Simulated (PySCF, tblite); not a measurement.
# C3H6Cl4OSi: geometry, infrared bands and NMR shifts

Wanted: the infrared bands and NMR shifts of C3H6Cl4OSi (`CO[C@@H](CCl)[Si](Cl)(Cl)Cl`), by calculation.

Computed with tblite 0.8.0 and PySCF 2.14.0, with density-fitted response routines of our own, on a single molecule in the gas phase. Atoms count from 0, in the outputs and in this text.

## Step 1: The starting structure

15 atoms, charge 0, multiplicity 1; geometry from: force field or distance geometry start.

Bonds of the start (Å): C0–O1 1.39, O1–C2 1.39, C2–C3 1.51, C3–Cl4 1.77, C2–Si5 1.86, Si5–Cl6 2.12, Si5–Cl7 2.08, Si5–Cl8 2.10, C0–H9 1.10, C0–H10 1.09, C0–H11 1.13, C2–H12 1.12, C3–H13 1.11, C3–H14 1.11.

## Step 2: Optimising the geometry with GFN2-xTB

Job settings and geometry (Å):

```
{"job": {"kind": "relax", "xc": "GFN2-xTB", "basis": "xTB"}, "charge": 0, "multiplicity": 1}
C      1.836300     0.865200     0.557600
O      1.106700    -0.313500     0.658200
C     -0.033000    -0.126300    -0.121400
C     -0.036000    -1.017200    -1.341200
Cl    -1.518900    -0.709100    -2.254500
Si    -1.617000    -0.152100     0.844200
Cl    -1.654500     1.594900     2.038700
Cl    -3.186500     0.011200    -0.515400
Cl    -1.802700    -1.875200     2.029600
H      2.110100     1.095300    -0.485500
H      2.697000     0.935000     1.230400
H      1.136900     1.704700     0.864000
H      0.068000     0.918100    -0.522700
H      0.851100    -0.843700    -1.989500
H      0.038200    -2.079400    -1.014600
```

Started as:

```console
OMP_NUM_THREADS=1 python probes_run.py task.json out
```

This one command runs all jobs of the session in turn.

**Question.** This job is followed by: GFN2-xTB harmonic vibrations, gas phase; GIAO PBE0/pcSseg-1 NMR shielding, non-relativistic, gas phase. What will the session give for the following? strongest single infrared mode (GFN2-xTB); zero-point energy (GFN2-xTB); ¹³C shifts against TMS (PBE0/pcSseg-1); ¹H shifts against TMS (PBE0/pcSseg-1, means over atoms taken as alike); ¹⁷O shifts against H2O (PBE0/pcSseg-1); ³⁵Cl shifts against HCl (PBE0/pcSseg-1, means over atoms taken as alike); ²⁹Si shifts against TMS (PBE0/pcSseg-1).

As calculated:

| quantity | value |
| --- | --- |
| strongest single infrared mode (GFN2-xTB) | 539 cm⁻¹, 91 km/mol |
| zero-point energy (GFN2-xTB) | 57.4 kcal/mol |
| ¹³C shifts against TMS (PBE0/pcSseg-1) | 84.0, 61.6, 45.5 ppm |
| ¹H shifts against TMS (PBE0/pcSseg-1, means over atoms taken as alike) | 4.03, 3.55, 3.50, 3.06 ppm |
| ¹⁷O shifts against H2O (PBE0/pcSseg-1) | 35.1 ppm |
| ³⁵Cl shifts against HCl (PBE0/pcSseg-1, means over atoms taken as alike) | 123, 54 ppm |
| ²⁹Si shifts against TMS (PBE0/pcSseg-1) | 22.6 ppm |

In words: The optimisation took 162 steps and gained 1.463 eV; among the close pairs (by a distance rule), Si5–Cl6 changed most, from 2.117 to 2.008 Å. No mode is imaginary among the 39: a minimum at this level. The strongest single mode, at 539 cm⁻¹, moves mainly Si5. GFN2-xTB is a fitted tight-binding method: band positions and strengths are rough. Its intensities can rank the bands wrongly. At PBE0/pcSseg-1: The widest tensor belongs to Cl4: span 255 ppm, with a paramagnetic part of -250 ppm.
